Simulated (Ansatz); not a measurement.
# wB97X/def2-TZVPP run of SiH2O (oxosilane)

Aim: the electronic atomisation energy of SiH2O (oxosilane) at wB97X/def2-TZVPP, from 4 runs. 

The calculation is run with Ansatz 0.2.0.

50 further runs of the same task are left out: 50 set aside as unsound or not needed.

**1. The molecule**

The species is SiH2O (4 atoms), meant as a singlet with charge 0. As SMILES, `O=[SiH2]`. The coordinates come from a PBE0-D4/def2-TZVP relaxation.

Bond lengths: O1–Si2 1.516 Å, Si2–H3 1.485 Å, Si2–H4 1.486 Å. Angles: O1–Si2–H3 124.0°, O1–Si2–H4 124.0°, H3–Si2–H4 111.9°.

**2. A single-point energy at wB97X/def2-TZVPP**

Input file in.yaml:

```yaml
basis:
  gaussian:
    orbitals: def2-TZVPP
crystal:
  periodic: [false, false, false]
  atoms:
    - {symbol: O, position_ang: [-0.283200, 0.413500, 1.469500]}
    - {symbol: Si, position_ang: [-0.006700, 0.009800, 0.034900]}
    - {symbol: H, position_ang: [0.439900, -1.346000, -0.376200]}
    - {symbol: H, position_ang: [-0.150000, 0.922700, -1.128300]}
hamiltonian:
  xc: {name: wB97X}
accuracy: high
output: {orbitals: {seedname: orbitals}}
```

On the command line:

```sh
$ ansatz run in.yaml --threads 1 --pin off --max-ram 3480MiB --events-out events.jsonl --progress --plain --runs-dir runs
```

Output:

```text
Warning: RAYON_NUM_THREADS=1 ignored (pool sized by the plan → 1); use --threads N
Functional definition: wB97X
  name "wB97X"
  parameter omega = 0.3/bohr
  parameter cx = 0.157706
  parameter cx1 = 0.726479
  parameter cx2 = 1.04760
  parameter cx3 = -5.70635
  parameter cx4 = 13.2794
  parameter css1 = -4.33879
  parameter css2 = 18.2308
  parameter css3 = -31.7430
  parameter css4 = 17.2901
  parameter cos1 = 2.37031
  parameter cos2 = -11.3995
  parameter cos3 = 6.58405
  parameter cos4 = -3.78132
  exchange = spin_sum(e_x_unif_sr(omega)*poly(b97_u_x, 1 - cx, cx1, cx2, cx3, cx4)) + cx*exact_x_sr(omega)
      + exact_x_lr(omega)
  correlation = spin_sum(e_c_pw_same_spin*poly(b97_u_same, 1, css1, css2, css3, css4))
      + integral(e_c_pw_opposite_spin*poly(b97_u_opposite, 1, cos1, cos2, cos3, cos4))
1618 factors; integrals over basis functions are off by at most 3.1e-9 eV
270 factors; integrals over basis functions are off by at most 1.5e-9 eV
mean field evaluation 1: about -9950.3368 eV, gradient 6.2e1 eV
mean field evaluation 2: about -9933.4733 eV, gradient 1.1e2 eV
mean field evaluation 4: about -9957.1531 eV, gradient 9.3e-1 eV
mean field evaluation 8: about -9957.1543 eV, gradient 5.8e-2 eV
mean field evaluation 16: about -9957.1544 eV, gradient 3.6e-5 eV
mean field -9957.15437092 eV, -365.9186739298 hartree, gradient 4.8e-8 eV, S^2 0.000000; 0 other end points of the search recorded, 0 dependent functions left out
reference -9957.15436826 eV, -365.9186738320 hartree; 12, 12 occupied and 89, 89 virtual orbitals, 1618 factors
Total energy: -9957.15436826 eV, -365.9186738320 hartree
```

Wall time 14 s (1 thread of Arm Neoverse V2, shared host); peak memory 0.34 GiB.

**3. The H atom, same level**

Input file job.yaml:

```yaml
crystal:
  periodic: [false, false, false]
  atoms:
    - {symbol: H, position_ang: [0.000000, 0.000000, 0.000000]}
basis:
  gaussian: {orbitals: def2-TZVPP}
magnetization: {spin_polarized: true, initial_magnetization: 1}
accuracy: high
hamiltonian: {xc: {name: wB97X}}
```

Run the same way, it converges to -0.50139 Eh (log not shown).

**4. The O atom at the same level**

Input file run.yaml:

```yaml
crystal:
  periodic: [false, false, false]
  atoms:
    - {symbol: O, position_ang: [0.000000, 0.000000, 0.000000]}
basis:
  gaussian:
    orbitals: def2-TZVPP
magnetization:
  spin_polarized: true
  initial_magnetization: 2
hamiltonian:
  xc: {name: wB97X}
accuracy: high
```

On the command line:

```sh
$ ansatz run run.yaml --threads 1 --pin off --max-ram 3480MiB --events-out events.jsonl --progress --plain --runs-dir runs
```

Output, cut to the lines that bear on the results:

```text
Warning: RAYON_NUM_THREADS=1 ignored (pool sized by the plan → 1); use --threads N
[... 2 set-up lines as earlier in the session ...]
[...]
      + exact_x_lr(omega)
[...]
      + integral(e_c_pw_opposite_spin*poly(b97_u_opposite, 1, cos1, cos2, cos3, cos4))
306 factors; integrals over basis functions are off by at most 3.5e-9 eV
100 factors; integrals over basis functions are off by at most 3.9e-10 eV
[...]
mean field -2042.94616302 eV, -75.0768867324 hartree, gradient 7.2e-9 eV, S^2 2.004858; 0 other end points of the search recorded, 0 dependent functions left out
reference -2042.94616231 eV, -75.0768867061 hartree; 5, 3 occupied and 26, 28 virtual orbitals, 306 factors
Total energy: -2042.94616231 eV, -75.0768867061 hartree
```

Wall time 1.7 s (1 thread of Arm Neoverse V2, shared host); peak memory 0.14 GiB.

**5. The Si atom**

Input file run.yaml:

```yaml
basis:
  gaussian: {orbitals: def2-TZVPP}
crystal:
  periodic: [false, false, false]
  atoms:
    - {symbol: Si, position_ang: [0.000000, 0.000000, 0.000000]}
magnetization: {spin_polarized: true, initial_magnetization: 2}
hamiltonian: {xc: {name: wB97X}}
accuracy: high
```

Run the same way, it converges to -289.35919 Eh (log not shown).

**6. What came out**

Level: wB97X/def2-TZVPP.

```
                     quantity          value
       molecule: total energy  -365.91867 Eh
        molecule: HOMO energy      -10.70 eV
        molecule: LUMO energy       -0.05 eV
      molecule: HOMO–LUMO gap       10.66 eV
         H atom: total energy    -0.50139 Eh
                 H atom: ⟨S²⟩          0.750
         O atom: total energy   -75.07689 Eh
                 O atom: ⟨S²⟩          2.005
        Si atom: total energy  -289.35919 Eh
                Si atom: ⟨S²⟩          2.005
electronic atomisation energy      13.056 eV
```

Taking the molecule apart into free atoms costs 13.06 eV (301 kcal/mol), before zero-point energy and without spin-orbit coupling.
